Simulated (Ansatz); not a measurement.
# CCl3F (trichlorofluoromethane): BCCD(T)/6-31G(d) (spherical functions)

What is the electronic atomisation energy of CCl3F (trichlorofluoromethane) at BCCD(T)/6-31G* (spherical functions)? 

The calculation is run with Ansatz 0.2.0.

51 further runs of the same task are left out: 2 that didn't finish, 49 set aside as unsound or not needed. Runs told in other sessions of the task aren't counted.

### 1 The molecule

The species is CCl3F (5 atoms), meant as a singlet with charge 0. SMILES: `FC(Cl)(Cl)Cl`. The coordinates come from a PBE0-D4/def2-TZVP relaxation.

Bond lengths: F1–C2 1.333 Å, C2–Cl3 1.760 Å, C2–Cl4 1.760 Å, C2–Cl5 1.760 Å. Angles: F1–C2–Cl3 108.5°, F1–C2–Cl4 108.5°, F1–C2–Cl5 108.5°, Cl3–C2–Cl4 110.4°, Cl3–C2–Cl5 110.4°, Cl4–C2–Cl5 110.4°.

### 2 A single-point energy at BCCD(T)/6-31G(d) (spherical functions)

job.yaml

```yaml
basis:
  gaussian: {orbitals: 6-31G_st_-spherical.json}
crystal:
  periodic: [false, false, false]
  atoms:
    - symbol: F
      position_ang: [0.911880, -0.820730, 0.677360]
    - symbol: C
      position_ang: [0.044670, -0.040210, 0.033190]
    - symbol: Cl
      position_ang: [-1.384510, 0.157610, 1.040990]
    - symbol: Cl
      position_ang: [-0.379970, -0.814480, -1.489160]
    - symbol: Cl
      position_ang: [0.807920, 1.517810, -0.262390]
correlation: {method: bccd_t, frozen_orbitals: {C: 1, Cl: 5, F: 1}}
accuracy: high
scf: {omitted_lower_state_checks: [cluster_reference, increment]}
```

The basis set 6-31G* is read from a file made from the Basis Set Exchange's data (not shown).

Launch:

```
$ ansatz run job.yaml --threads 1 --pin off --max-ram 3480MiB --events-out events.jsonl --progress --plain --runs-dir runs
```

Log:

```text
Warning: RAYON_NUM_THREADS=1 ignored (pool sized by the plan → 1); use --threads N
Functional definition: HF
  name "HF"
  exchange = exact_x
  correlation = 0
these checks for a lower state are left out or cut short: cluster_reference, increment
1786 factors; integrals over basis functions are off by at most 3.3e-9 eV
mean field evaluation 1: about -41239.8751 eV, gradient 4.2e1 eV
mean field evaluation 2: about -41239.9847 eV, gradient 4.2e1 eV
mean field evaluation 4: about -41244.3835 eV, gradient 2.7e0 eV
mean field evaluation 8: about -41244.4335 eV, gradient 1.6e-1 eV
mean field -41244.43358026 eV, -1515.7049775935 hartree, gradient 1.0e-7 eV, S^2 0.000000; 0 other end points of the search recorded, 0 dependent functions left out
17 core orbitals not correlated: weight in the atoms' cores, before any rotation towards them, 1.000 or more for the frozen orbitals, at most 0.000 for the correlated occupied ones
reference -41244.43358026 eV, -1515.7049775935 hartree; 16, 16 occupied and 49, 49 virtual orbitals, 1786 factors
second order -18.76605883 eV of doubles, -0.00000000 eV of singles
cycle   1  -19.20434530 eV  change   -4.4e-1 eV  update   9.6e-2
cycle   2  -19.61387851 eV  change   -4.1e-1 eV  update   3.3e-2
cycle   3  -19.72070769 eV  change   -1.1e-1 eV  update   1.5e-2
cycle   4  -19.71669969 eV  change    4.0e-3 eV  update   3.6e-3
cycle   5  -19.71333516 eV  change    3.4e-3 eV  update   1.2e-3
cycle   6  -19.71277022 eV  change    5.6e-4 eV  update   4.4e-4
cycle   7  -19.71227698 eV  change    4.9e-4 eV  update   1.2e-4
cycle   8  -19.71222033 eV  change    5.7e-5 eV  update   4.2e-5
cycle   9  -19.71223234 eV  change   -1.2e-5 eV  update   1.2e-5
cycle  10  -19.71222875 eV  change    3.6e-6 eV  update   5.1e-6
cycle  11  -19.71223143 eV  change   -2.7e-6 eV  update   1.8e-6
cycle  12  -19.71223278 eV  change   -1.4e-6 eV  update   6.5e-7
cycle  13  -19.71223276 eV  change    2.6e-8 eV  update   2.2e-7
cycle  14  -19.71223300 eV  change   -2.4e-7 eV  update   8.3e-8
cycle  15  -19.71223294 eV  change    6.1e-8 eV  update   3.7e-8
cycle  16  -19.71223293 eV  change    7.7e-9 eV  update   2.4e-8
cycle  17  -19.71223296 eV  change   -2.5e-8 eV  update   1.2e-7
cycle  18  -19.71223296 eV  change   -9.1e-9 eV  update   2.6e-8
cycle  19  -19.71223297 eV  change   -4.5e-9 eV  update   6.9e-9
cycle  20  -19.71223297 eV  change  -3.1e-10 eV  update   2.6e-9
perturbative correction -0.62599725 eV, -0.0230049748 hartree
Total energy: -41264.77181049 eV, -1516.4523937685 hartree
Checks for a lower state left out: cluster_reference, increment
```

Wall time 12 s (1 thread of Arm Neoverse V2, shared host); peak memory 0.43 GiB.

### 3 The C atom

in.yaml

```yaml
crystal:
  periodic: [false, false, false]
  atoms:
    - symbol: C
      position_ang: [0.000000, 0.000000, 0.000000]
basis:
  gaussian: {orbitals: 6-31G_st_-spherical.json}
magnetization: {spin_polarized: true, initial_magnetization: 2}
correlation: {method: bccd_t, frozen_orbitals: {C: 1}}
accuracy: high
scf: {omitted_lower_state_checks: [cluster_reference, increment]}
```

The basis set 6-31G* is read from a file made from the Basis Set Exchange's data (not shown).

Run the same way, it converges to -37.75127 Eh (log not shown).

### 4 The Cl atom

in.yaml

```yaml
crystal:
  periodic: [false, false, false]
  atoms:
    - {symbol: Cl, position_ang: [0.000000, 0.000000, 0.000000]}
basis:
  gaussian: {orbitals: 6-31G_st_-spherical.json}
total_charge: 0
magnetization: {spin_polarized: true, initial_magnetization: 1}
correlation: {method: bccd_t, frozen_orbitals: {Cl: 5}}
accuracy: high
scf: {omitted_lower_state_checks: [cluster_reference, increment]}
```

The basis set 6-31G* is read from a file made from the Basis Set Exchange's data (not shown).

Run the same way, it converges to -459.56747 Eh (log not shown).

### 5 The F atom, same level

molecule.yaml

```yaml
crystal:
  periodic: [false, false, false]
  atoms:
    - symbol: F
      position_ang: [0.000000, 0.000000, 0.000000]
basis:
  gaussian: {orbitals: 6-31G_st_-spherical.json}
scf: {omitted_lower_state_checks: [cluster_reference, increment]}
correlation: {method: bccd_t, frozen_orbitals: {F: 1}}
accuracy: high
magnetization: {spin_polarized: true, initial_magnetization: 1}
```

The basis set 6-31G* is read from a file made from the Basis Set Exchange's data (not shown).

Run the same way, it converges to -99.49687 Eh (log not shown).

### 6 Summary of results

Level: BCCD(T)/6-31G* (spherical functions), 17 core orbitals frozen.

```
                                              quantity           value
                                molecule: total energy  -1516.45239 Eh
molecule: correlation energy (17 core orbitals frozen)      -747.4 mEh
                              molecule: (T) correction      -23.00 mEh
                                  C atom: total energy    -37.75127 Eh
    C atom: correlation energy (1 core orbital frozen)       -70.7 mEh
                                C atom: (T) correction       -0.93 mEh
             C atom: ⟨S²⟩ of the reference determinant           2.005
                                 Cl atom: total energy   -459.56747 Eh
  Cl atom: correlation energy (5 core orbitals frozen)      -121.0 mEh
                               Cl atom: (T) correction       -1.57 mEh
            Cl atom: ⟨S²⟩ of the reference determinant           0.755
                                  F atom: total energy    -99.49687 Eh
    F atom: correlation energy (1 core orbital frozen)      -133.5 mEh
                                F atom: (T) correction       -1.40 mEh
             F atom: ⟨S²⟩ of the reference determinant           0.753
                         electronic atomisation energy       13.656 eV
```

**Reading.** Taking the molecule apart into free atoms costs 13.66 eV (315 kcal/mol), before zero-point energy and without spin-orbit coupling. The triples (molecule) make up 3.1 % of the correlation energy. The triples (C atom) make up 1.3 % of the correlation energy. The triples (Cl atom) make up 1.3 % of the correlation energy. The triples (F atom) make up 1.0 % of the correlation energy.
